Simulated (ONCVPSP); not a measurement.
# An ONCV potential for Cu, from input to tests

Task: generate the file, and judge it by its errors in other configurations, its logarithmic derivatives, its ghosts and its cutoff.

Method: ONCVPSP 4.0.1, PBE, fully relativistic.

### 1 The design

Typed settings, in words:

* element: copper (Cu, Z = 29)
* type: optimised norm-conserving Vanderbilt (ONCV)
* frozen core: [Ne]
* valence charge: 19
* reference configuration: 3s2 3p6 3d10 4s0.5 4p0.5
* partial waves: 3s+4s: rc 1.20 bohr, ncon 4, nbas 8, qcut 11.2 1/bohr, 3 projectors, debl 0.7 Ha; 3p+4p: rc 1.45 bohr, ncon 4, nbas 9, qcut 9.8 1/bohr, 2 projectors; 3d: rc 1.30 bohr, ncon 5, nbas 10, qcut 11.9 1/bohr, 2 projectors, debl 3.5 Ha
* local potential: polynomial inside 0.75 bohr (lpopt 3, dvloc0 0 Ha)
* core correction: polynomial model core, fcfact 0.35

### 2 The generation run

Input file Cu.dat:

```
# ATOM AND REFERENCE CONFIGURATION
# atsym  z   nc   nv     iexc    psfile
  Cu 29.00    3    5        4      upf
#
#   n    l    f
    1    0    2.00
    2    0    2.00
    2    1    6.00
    3    0    2.00
    3    1    6.00
    3    2   10.00
    4    0    0.50
    4    1    0.50
#
# PSEUDOPOTENTIAL AND OPTIMIZATION
# lmax
    2
#
#   l,   rc,      ep,       ncon, nbas, qcut
    0    1.20    0.00    4    8   11.20
    1    1.45    0.00    4    9    9.80
    2    1.30    0.00    5   10   11.90
#
# LOCAL POTENTIAL
# lloc, lpopt,  rc(5),   dvloc0
    4    3    0.75    0.00
#
# VANDERBILT-KLEINMAN-BYLANDER PROJECTORs
# l, nproj, debl
    0    3    0.70
    1    2    0.90
    2    2    3.50
#
# MODEL CORE CHARGE
# icmod, fcfact, rcfact
    1    0.35    0.00
#
# LOG DERIVATIVE ANALYSIS
# epsh1, epsh2, depsh
   -6.00    5.00    0.04
#
# OUTPUT GRID
# rlmax, drl
    6.00    0.01
#
# TEST CONFIGURATIONS
# ncnf
    4
# nvcnf
#   n    l    f
    5
    3    0    2.00
    3    1    6.00
    3    2   10.00
    4    0    1.00
    4    1    0.00
#
    5
    3    0    2.00
    3    1    6.00
    3    2   10.00
    4    0    0.00
    4    1    0.00
#
    5
    3    0    2.00
    3    1    6.00
    3    2    9.00
    4    0    0.00
    4    1    0.00
#
    5
    3    0    2.00
    3    1    6.00
    3    2    8.00
    4    0    0.00
    4    1    0.00
#
```

On the command line:

```
$ oncvpspr.x < Cu.dat > Cu.out
```

Q: Predict the outcome of this session. Wanted: cutoffs for 1 and 0.1 mHa per electron, occupied waves; bound ghosts; GHOST(+) flags; largest test error; largest phase difference near zero energy, channels read; rms error of d²Exc/dn², without and with the model core.

**Answer**, as computed:

| quantity | value |
| --- | --- |
| cutoffs for 1 and 0.1 mHa per electron, occupied waves | 61 Ha and 69 Ha |
| bound ghosts | none found |
| GHOST(+) flags | none at low energy |
| largest test error (AE − PS) | +2.3 meV, for 3s2 3p6 3d10 4s0 4p0 (2 tests unsolved) |
| largest phase difference near zero energy, channels read | 0.000 rad |
| rms error of d²Exc/dn², without and with the model core | 6.48 and 4.50 mHa |

The worst unpolarised test, 3s2 3p6 3d10 4s0 4p0, is off by 2.3 meV on 6.1 eV; by total energies transferability rates as very good where solved. Of the tests 2 gave no usable energy difference, which is a warning in itself. The potential is hard: the looser tolerance needs 61 Ha. At the looser tolerance the 3d wave is the slowest; 3s needs 40 Ha. The program's ghost test flags no bound state. Near zero energy the phases of the channels with partial waves agree within 0.001 rad.
